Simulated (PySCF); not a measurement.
# H2SZr: basis, grid and Hamiltonian

Which parts of the numerical set-up matter for H2SZr? Each run edits the base script.

The runs use PySCF 2.14.0; each script names its method and basis.

1 further run of the same task is left out (it didn't finish).

### Step 1. Starting geometry

H2SZr: 4 atoms, charge 0, spin multiplicity 1.

Bond lengths: Zr1–S2 2.178 Å, Zr1–H3 1.847 Å, Zr1–H4 1.847 Å. Angles: S2–Zr1–H3 103.2°, S2–Zr1–H4 103.2°, H3–Zr1–H4 110.0°.

Geometry (Å):

```xyz
4

Zr    0.00000   -0.18350   -0.52430
S     0.00000    0.47660    1.55120
H     1.51310    0.61630   -1.21990
H    -1.51310    0.61630   -1.21990
```

### Step 2. Base script

Input file input.py:

```python
from pyscf import gto, scf, mp

mol = gto.M(
    atom='Zr 0 -0.1835 -0.5243; S 0 0.4766 1.5512; H 1.5131 0.6163 -1.2199; H -1.5131 0.6163 -1.2199',
    basis='ano-rcc-vdzp',
    charge=0,
    spin=0,
    verbose=3,
)
mf = scf.RHF(mol)
mf = mf.sfx2c1e()
mf = mf.newton()
mf.kernel()
mp.MP2(mf, frozen=19).kernel()
mf.dip_moment()
print('orbital energies (hartree):', mf.mo_energy[..., max(0, mol.nelec[1]-3):mol.nelec[0]+3].round(4))
```

The run is started by

```bash
$ OMP_NUM_THREADS=1 python input.py
```

The log of this run is left out.

It gives: E(SCF) = -3995.991546 Eh, E(MP2) − E(SCF) = -0.45862 Eh, μ = 7.03 D (of the SCF density).

### Step 3. Def2-svp (core potential on, X2C off)

Edit 1 changes basis set: ano-rcc-vdzp → def2-svp; core potential: off → on; spin-free X2C: on → off; frozen orbitals: 19 → 5. The core potential changes with it: totals don't compare.

Input file input.py:

```python
from pyscf import gto, scf, mp

mol = gto.M(
    atom='Zr 0 -0.1835 -0.5243; S 0 0.4766 1.5512; H 1.5131 0.6163 -1.2199; H -1.5131 0.6163 -1.2199',
    basis='def2-svp',
    ecp={'Zr': 'def2-svp'},
    charge=0,
    spin=0,
    verbose=3,
)
mf = scf.RHF(mol)
mf = mf.newton()
mf.kernel()
mp.MP2(mf, frozen=5).kernel()
mf.dip_moment()
print('orbital energies (hartree):', mf.mo_energy[..., max(0, mol.nelec[1]-3):mol.nelec[0]+3].round(4))
```

The run is started by

```bash
$ OMP_NUM_THREADS=1 python input.py
```

### Step 4. Sbkjc (core potential on, X2C off)

Edit 2 changes basis set: ano-rcc-vdzp → sbkjc; core potential: off → on; spin-free X2C: on → off; frozen orbitals: 19 → none. The core potential changes with it: totals don't compare.

Input file input.py:

```python
from pyscf import gto, scf, mp

mol = gto.M(
    atom='Zr 0 -0.1835 -0.5243; S 0 0.4766 1.5512; H 1.5131 0.6163 -1.2199; H -1.5131 0.6163 -1.2199',
    basis='sbkjc',
    ecp={'Zr': 'sbkjc', 'S': 'sbkjc'},
    charge=0,
    spin=0,
    verbose=3,
)
mf = scf.RHF(mol)
mf = mf.newton()
mf.kernel()
mp.MP2(mf).kernel()
mf.dip_moment()
print('orbital energies (hartree):', mf.mo_energy[..., max(0, mol.nelec[1]-3):mol.nelec[0]+3].round(4))
```

**Question.** What will these runs give? Wanted: for each run, E(SCF); from base; gap; SCF dipole; after the SCF.

As calculated:

```
                                  run  E(SCF) (hartree)  from base (eV)  gap (eV)  SCF dipole (D)  functions                            after the SCF
                                 base      -3995.991546               0      9.29            7.03         71  MP2 correlation -12.480 eV, core frozen
def2-svp (core potential on, X2C off)       -445.070019  not comparable       n/a            7.11         59  MP2 correlation -10.379 eV, core frozen
   sbkjc (core potential on, X2C off)        -57.457589  not comparable       n/a            7.38         43                MP2 correlation -7.584 eV
```

**Reading.** Total energies from different bases, Hamiltonians or methods carry different errors, so properties are taken as differences within one set-up.
